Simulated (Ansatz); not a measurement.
# BeHF: the cost of one run

Program: Ansatz 0.2.0. Level of theory: DFT PBE, scalar-relativistic, plane waves, PAW. These are calculated values, not measurements.

2 further runs of the same task are left out: 1 that didn't finish, 1 set aside as unsound or not needed.

**1. The structure to begin with**

The structure is tetragonal, space group P4/nmm (No. 129). The conventional cell has a = 3.171 Å, b = 3.171 Å, c = 5.240 Å, α = 90.00°, β = 90.00°, γ = 90.00°. Be (site symmetry 4mm) is surrounded by 4 H at 1.82 Å and 6 F at 2.39 to 2.62 Å. H (site symmetry -4m2) has 4 Be at 1.82 Å as nearest neighbours. F (site symmetry 4mm) is surrounded by 4 H at 2.35 Å and 6 Be at 2.39 to 2.62 Å.

As a file:

```
CELL_PARAMETERS angstrom
3.17112 0.00000 0.00000
0.00000 3.17112 0.00000
0.00000 0.00000 5.24011
ATOMIC_POSITIONS crystal
Be 0.00000 0.50000 0.83000
Be 0.50000 0.00000 0.17000
H 0.00000 0.00000 0.00000
H 0.50000 0.50000 0.00000
F 0.00000 0.50000 0.33000
F 0.50000 0.00000 0.67000
```

Recipe of the guess: species swapped into a database cell of PrCoGe (P4/nmm, No. 129), with F on the Pr sites, H on the Co sites and Be on the Ge sites. Its size is a rough estimate.

**2. The guess as it stands, on a coarse mesh**

input.yaml

```yaml
crystal:
  lattice:
    - [3.17112265, 0.0, 0.0]
    - [0.0, 3.17112265, 0.0]
    - [0.0, 0.0, 5.24010987]
  atoms:
    - { symbol: Be, position: [0.0, 0.5, 0.82999998] }
    - { symbol: Be, position: [0.5, 0.0, 0.17000002] }
    - { symbol: H, position: [0.0, 0.0, 0.0] }
    - { symbol: H, position: [0.5, 0.5, 0.0] }
    - { symbol: F, position: [0.0, 0.5, 0.33000001] }
    - { symbol: F, position: [0.5, 0.0, 0.66999999] }
basis:
  ecutwfc: 420
kpoints:
  mp_grid: { grid: [6, 6, 4] }
hamiltonian:
  xc: pbe
scf:
  occupations: { method: gaussian, width: 0.1 }
  lower_state_search: "off"
output:
  forces: true
  stress: true
  eigenvalues: true
```

Command:

```console
> ansatz run input.yaml --threads 1 --pin off --max-ram 2048MiB --backend cpu --events-out ev --progress --plain --runs-dir out
```

What time and memory should one allow on 1 thread of Arm Neoverse V1, shared host?

About 2.3 s, with a peak of 0.29 GiB.
